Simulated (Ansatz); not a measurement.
# Sn: the cost of one run

Computed with Ansatz 0.2.0 (DFT LDA, scalar-relativistic, plane waves, PAW, unless a step's input says otherwise).

## (1) The system as given

Symmetry: I4_1/amd, No. 141, tetragonal system. Conventional cell: a = 5.789 Å, b = 5.789 Å, c = 3.123 Å, α = 90.00°, β = 90.00°, γ = 90.00°. Sn (site symmetry -4m2) has 6 Sn at 3.00 to 3.12 Å as nearest neighbours.

Structure file:

```cif
data_structure
_symmetry_space_group_name_H-M 'P 1'
_symmetry_Int_Tables_number 1
_cell_length_a 4.3809
_cell_length_b 4.3809
_cell_length_c 4.3809
_cell_angle_alpha 97.298
_cell_angle_beta 97.298
_cell_angle_gamma 138.239
_cell_volume 52.32
loop_
_atom_site_label
_atom_site_type_symbol
_atom_site_fract_x
_atom_site_fract_y
_atom_site_fract_z
_atom_site_occupancy
Sn1 Sn 0.00000 0.00000 0.00000 1
Sn2 Sn 0.75000 0.25000 0.50000 1
```

It is the result of an earlier relaxation at this level (volume 26.16 Å³/atom; gap on the mesh: none (metal)).

## (2) The bulk in the cell of the plane

input.yaml

```yaml
crystal:
  lattice:
    - [4.3809057178, 0.0, 0.0]
    - [0.5565228175, 4.3454133592, 0.0]
    - [-1.1130456349, -0.9795875194, 2.7484238535]
  atoms:
    - { symbol: Sn, position: [0.0, 0.0, 0.0] }
    - { symbol: Sn, position: [0.5, 0.5, 0.25] }
basis:
  ecutwfc: 420
kpoints:
  mp_grid: { grid: [8, 8, 13] }
hamiltonian:
  xc: lda
scf:
  occupations: { method: gaussian, width: 0.1 }
output:
  forces: true
  stress: true
  eigenvalues: true
```

Run with:

```
> ansatz run input.yaml --threads 1 --pin off --max-ram 2560MiB --backend cpu --events-out ev --progress --plain --runs-dir out
```

What time and memory should one allow on 1 thread of Arm Neoverse V2, shared host?

About 9.7 s, with a peak of 0.43 GiB.
